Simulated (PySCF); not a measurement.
# H4Hf (Hf(H)4): the cost of one run

The runs use PySCF 2.14.0; PBE, Hf def2-SVP with ECP60, H def2-SVP; scalar-relativistic core potentials, no spin–orbit coupling.

1 further run of the same task is left out (for a known fault of the program).

## (1) The starting structure

5 atoms, charge 0, spin multiplicity 1.

Bond lengths: Hf1–H2 1.920 Å, Hf1–H3 1.920 Å, Hf1–H4 1.920 Å, Hf1–H5 1.920 Å. Angles: H2–Hf1–H3 90.0°, H2–Hf1–H4 180.0°, H2–Hf1–H5 90.0°, H3–Hf1–H4 90.0°, H3–Hf1–H5 180.0°, H4–Hf1–H5 90.0°.

Geometry (Å):

```mol
H4Hf
  3D, bonds by distance, orders not assigned

  5  4  0  0  0  0  0  0  0  0999 V2000
    0.0000    0.0000    0.0000 Hf  0  0
    1.9200    0.0000    0.0000 H   0  0
    0.0000    1.9200    0.0000 H   0  0
   -1.9200    0.0000    0.0000 H   0  0
   -0.0000   -1.9200    0.0000 H   0  0
  1  2  8  0
  1  3  8  0
  1  4  8  0
  1  5  8  0
M  END
```

Formal oxidation states: Hf +4.

## (2) SCF at the start, singlet

run.py (the lines that set the calculation) reads:

```python
mol = gto.M(atom='''
Hf     0.00000     0.00000     0.00000
H      1.92000     0.00000     0.00000
H      0.00000     1.92000     0.00000
H     -1.92000     0.00000     0.00000
H      0.00000    -1.92000     0.00000''',
    basis={'Hf': 'def2-SVP', 'H': 'def2-SVP'},
    ecp={'Hf': 'def2-SVP'},
    charge=0, spin=0)
mf = dft.RKS(mol, xc='PBE')
mf.grids.atom_grid = (50, 194)
mf = mf.density_fit()  # fitting sets: Hf def2-universal-JKFIT, H def2-universal-JKFIT
mf.conv_tol = 1e-08; mf.max_cycle = 55
mf.kernel(dm0)  # dm0: free metal ions and neutral atoms
```

The run is started by

```bash
> OMP_NUM_THREADS=2 python run.py
```

Q: Estimate wall time and peak memory on 2 threads of Arm Neoverse V1, shared host.

About 1.1 s, with a peak of 0.3 GiB.
